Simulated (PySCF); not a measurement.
# C4H12Pb (PbMe4): the cost of one run

Computed with PySCF 2.14.0 and routines of our own; the level stands in each step. Atoms count from 0.

### 1 The starting structure

17 atoms, charge 0, multiplicity 1; geometry from: GFN2-xTB.

### 2 Optimising the geometry at PBE0-D3(BJ)/def2-SVP

Job settings and geometry (Å):

```
{"job": {"xc": "PBE0", "basis": "def2-SVP", "d3": "d3bj", "grid": 1, "maxiter": 30, "shake": 0.03, "kind": "geom"}, "charge": 0, "multiplicity": 1}
Pb     0.064050    -0.075350     0.009610
C     -0.024480    -0.027640     2.289720
H     -1.086170     0.058410     2.624880
H      0.667560     0.829080     2.658230
H      0.418210    -0.956550     2.624860
C      2.161050     0.018410    -0.777150
H      2.203220    -0.120600    -1.843750
H      2.763580    -0.797650    -0.334140
H      2.646110     0.954460    -0.453780
C     -1.091950     1.876590    -0.720870
H     -0.992140     1.965340    -1.795140
H     -0.647090     2.758620    -0.248390
H     -2.220060     1.842500    -0.539040
C     -1.130730    -1.864090    -0.755820
H     -2.065970    -1.983860    -0.308310
H     -0.497010    -2.707460    -0.515690
H     -1.196730    -1.770830    -1.854970
```

On the command line:

```sh
> OMP_NUM_THREADS=1 python heavy_run.py task.json out
```

One launch serves the whole session: the jobs run in the order shown.

Q: Estimate the wall time and peak memory of this first job on 1 thread of Arm Neoverse V1, shared host.

About 86 s, with a peak of 0.56 GiB.
